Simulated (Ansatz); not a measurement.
# Li5Mg: the cost of one run

Computed with Ansatz 0.2.0 (DFT PBEsol, scalar-relativistic, plane waves, PAW, unless a step's input says otherwise).

## (1) The system as given

Symmetry: Cm, No. 8, monoclinic system. The conventional cell has a = 11.523 Å, b = 3.043 Å, c = 29.085 Å, α = 90.00°, β = 90.00°, γ = 90.00°. Around Li (site symmetry m) lie 8 Li at 3.04 to 3.11 Å. Li (site symmetry m) is surrounded by 9 Li at 3.04 to 3.11 Å. Li (site symmetry m) has 11 Li at 3.04 to 3.12 Å and 1 Mg at 3.10 Å as nearest neighbours. Around Li (site symmetry m) lie 10 Li at 3.04 to 3.12 Å and 2 Mg at 3.07 Å. Li (site symmetry m) has 9 Li at 3.03 to 3.10 Å and 3 Mg at 3.09 to 3.13 Å as nearest neighbours. Around Mg (site symmetry m) lie 10 Li at 3.03 to 3.13 Å and 2 Mg at 3.04 Å. Li (site symmetry m) has 10 Li at 3.03 to 3.11 Å and 2 Mg at 3.04 Å as nearest neighbours. Li (site symmetry m) has 2 Mg at 3.03 Å and 10 Li at 3.04 to 3.11 Å as nearest neighbours. Only part of the 12 independent sites is listed.

Structure file:

```xyz
12
Lattice="3.0428 0.0000 0.0000 -1.5214 5.7614 0.0000 0.0000 0.0000 29.0848" Properties=species:S:1:pos:R:3 pbc="T T T"
Li    0.0000    1.9970    8.5000
Li    1.5214    4.6738    8.9168
Li    1.5214    0.7479   10.8404
Li    0.0000    3.4138   11.2363
Li    1.5214    5.2686   13.1932
Mg    1.5214    2.1642   13.5966
Li    0.0000    3.9984   15.4883
Li    0.0000    0.9138   15.9051
Li    1.5214    2.7493   17.8286
Li    0.0000    5.4152   18.2246
Li    0.0000    1.5085   20.1815
Mg    1.5214    4.1656   20.5848
```

Slab cut from the bulk at the bulk's listed lattice constants, lower half held.

## (2) Relaxing the atoms

Input file input.yaml:

```yaml
crystal:
  lattice:
    - [3.0428243, 0.0, 0.0]
    - [-1.52141215, 5.76142953, 0.0]
    - [0.0, 0.0, 29.0848463722]
  atoms:
    - { symbol: Li, position: [0.17330531, 0.34661061, 0.2922484063] }
    - { symbol: Li, position: [0.90561314, 0.81122628, 0.306579823] }
    - { symbol: Li, position: [0.56490706, 0.12981412, 0.3727157571] }
    - { symbol: Li, position: [0.29626138, 0.59252276, 0.3863290643] }
    - { symbol: Li, position: [0.9572261, 0.9144522, 0.453610856] }
    - { symbol: Mg, position: [0.6878163, 0.37563259, 0.4674801417] }
    - { symbol: Li, position: [0.34699478, 0.69398956, 0.5325198583] }
    - { symbol: Li, position: [0.07930262, 0.15860523, 0.546851275] }
    - { symbol: Li, position: [0.73859653, 0.47719307, 0.6129872091] }
    - { symbol: Li, position: [0.46995086, 0.93990171, 0.6266005163] }
    - { symbol: Li, position: [0.13091558, 0.26183115, 0.6938823079] }
    - { symbol: Mg, position: [0.86150577, 0.72301154, 0.7077515937] }
basis:
  ecutwfc: 420.0
  fft_grid_basis: typed
kpoints:
  mp_grid: { grid: [9, 5, 1] }
hamiltonian:
  xc: pbesol
  pseudopotentials: { kind: paw }
scf:
  occupations: { method: gaussian, width: 0.1 }
output:
  forces: true
  eigenvalues: true
efield:
  axis: 3
  dipole_correction: true
  ramp_width: 0.04
relax:
  adjacent_minimum: "off"
  f_tol: 0.04
  max_steps: 40
  constraints: [{ sites: [0, 1, 2, 3, 4, 5] }]
```

Command:

```sh
$ ansatz run input.yaml --threads 1 --pin off --max-ram 2211MiB --backend cpu --events-out ev --progress --plain --runs-dir out
```

What time and memory should one allow on 1 thread of Arm Neoverse V1, shared host?

About 2.6 min, with a peak of 0.73 GiB.
